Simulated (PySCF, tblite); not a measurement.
**C4H13NSi: geometry, infrared bands and NMR shifts**

Wanted: the infrared bands and NMR shifts of C4H13NSi (`C[SiH2]NC(C)C`), by calculation.

Programs: tblite 0.8.0 and PySCF 2.14.0, with density-fitted response routines of our own. Each step states its level of theory. These are calculated values for one molecule in the gas phase, unless marked as measured. Atoms are numbered from 0 throughout.

### 1 The starting structure

19 atoms, charge 0, multiplicity 1; geometry from: force field or distance geometry start.

Bonds of the start (Å): C0–Si1 1.84, Si1–N2 1.69, N2–C3 1.46, C3–C4 1.55, C3–C5 1.53, C0–H6 1.10, C0–H7 1.09, C0–H8 1.10, Si1–H9 1.47, Si1–H10 1.49, N2–H11 1.02, C3–H12 1.10, C4–H13 1.08, C4–H14 1.09, C4–H15 1.09, C5–H16 1.09, C5–H17 1.09, C5–H18 1.10.

### 2 Relaxing the molecule with GFN2-xTB

The job: settings as JSON, then the geometry in Å.

```
{"job": {"kind": "relax", "xc": "GFN2-xTB", "basis": "xTB"}, "charge": 0, "multiplicity": 1}
C      2.561600     1.008600     0.148400
Si     1.719200    -0.382300    -0.722200
N      0.053700    -0.153200    -0.840900
C     -0.903700     0.089400     0.239600
C     -1.256800    -1.215900     0.989300
C     -2.173900     0.707700    -0.343400
H      2.387200     1.961600    -0.377400
H      3.640600     0.858000     0.212000
H      2.187400     1.125200     1.173600
H      2.228600    -0.550300    -2.087000
H      1.912800    -1.661500     0.014400
H     -0.338800    -0.852400    -1.476900
H     -0.489200     0.798800     0.977200
H     -1.990100    -1.022800     1.765200
H     -1.683700    -1.950900     0.302000
H     -0.378000    -1.653900     1.473300
H     -2.651700     0.043700    -1.059300
H     -1.940600     1.644800    -0.851500
H     -2.894500     0.932600     0.456100
```

On the command line:

```
$ OMP_NUM_THREADS=1 python probes_run.py task.json out
```

One launch serves the whole session: the jobs run in the order shown.

**Question.** This job is followed by: GFN2-xTB harmonic vibrations, gas phase; GIAO PBE0/pcSseg-1 NMR shielding, non-relativistic, gas phase. Predict these results of the whole session: strongest single infrared mode (GFN2-xTB); zero-point energy (GFN2-xTB); ¹³C shifts against TMS (PBE0/pcSseg-1, means over atoms taken as alike); ¹H shifts against TMS (PBE0/pcSseg-1, means over atoms taken as alike); ²⁹Si shifts against TMS (PBE0/pcSseg-1); ¹⁵N shifts against NH3 (PBE0/pcSseg-1).

As calculated:

| quantity | value |
| --- | --- |
| strongest single infrared mode (GFN2-xTB) | 2123 cm⁻¹, 402 km/mol |
| zero-point energy (GFN2-xTB) | 101.7 kcal/mol |
| ¹³C shifts against TMS (PBE0/pcSseg-1, means over atoms taken as alike) | 46.5, 29.1, -5.6 ppm |
| ¹H shifts against TMS (PBE0/pcSseg-1, means over atoms taken as alike) | 4.88, 2.75, 1.11, 0.22, -0.34 ppm |
| ²⁹Si shifts against TMS (PBE0/pcSseg-1) | -39.5 ppm |
| ¹⁵N shifts against NH3 (PBE0/pcSseg-1) | 53.9 ppm |

What this shows: The optimisation took 82 steps and gained 0.192 eV; among the close pairs (by a distance rule), C0–Si1 changed most, from 1.845 to 1.896 Å. No mode is imaginary among the 51: a minimum at this level. The strongest single mode, at 2123 cm⁻¹, moves mainly H10. GFN2-xTB is a fitted tight-binding method: band positions and strengths are rough. Its intensities can rank the bands wrongly. At PBE0/pcSseg-1: The widest tensor belongs to Si1: span 104 ppm, with a paramagnetic part of -493 ppm.
